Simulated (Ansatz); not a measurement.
# Pd: the cost of one run

Program: Ansatz 0.2.0. Level of theory: DFT PBEsol, scalar-relativistic, plane waves, PAW. These are calculated values, not measurements.

### 1 The structure to begin with

It takes space group Fm-3m (No. 225, cubic). The conventional cell has a = 3.890 Å, b = 3.890 Å, c = 3.890 Å, α = 90.00°, β = 90.00°, γ = 90.00°. Pd (site symmetry m-3m) is surrounded by 12 Pd at 2.75 Å.

Coordinates:

```
Pd
1.0
     0.00000    1.94490    1.94490
     1.94490    0.00000    1.94490
     1.94490    1.94490    0.00000
Pd
1
Direct
  0.00000 0.00000 0.00000
```

No relaxation comes first: the listed cell is the starting point.

### 2 Zero of energy

Reference values: F = -6906.6587 eV; pressure -2.09 GPa; largest force 0.000 eV/Å; gap on the mesh none (metal). It was computed beforehand with the settings of the runs below.

### 3 The scan: a trigonal deformation path

At fixed volume and fractional coordinates, lengths along (0.577, 0.577, 0.577) are scaled against those across it; ρ is that ratio over its starting value.

### 4 ρ = 0.500

Input file input.yaml:

```yaml
crystal:
  lattice:
    - [-0.8168068166, 1.6336136333, 1.6336136333]
    - [1.6336136333, -0.8168068166, 1.6336136333]
    - [1.6336136333, 1.6336136333, -0.8168068166]
  atoms:
    - { symbol: Pd, position: [0.0, 0.0, 0.0] }
basis:
  ecutwfc: 420
kpoints:
  mp_grid: { grid: [24, 24, 24] }
hamiltonian:
  xc: pbesol
scf:
  occupations: { method: gaussian, width: 0.15 }
output:
  forces: true
  stress: true
  eigenvalues: true
```

Command:

```console
$ ansatz run input.yaml --threads 1 --pin off --max-ram 2560MiB --backend cpu --events-out ev --progress --plain --runs-dir out
```

**Question.** How long does this run take on 1 thread of Arm Neoverse V2, shared host, and how much memory does it need?

About 4.1 s, with a peak of 0.34 GiB.
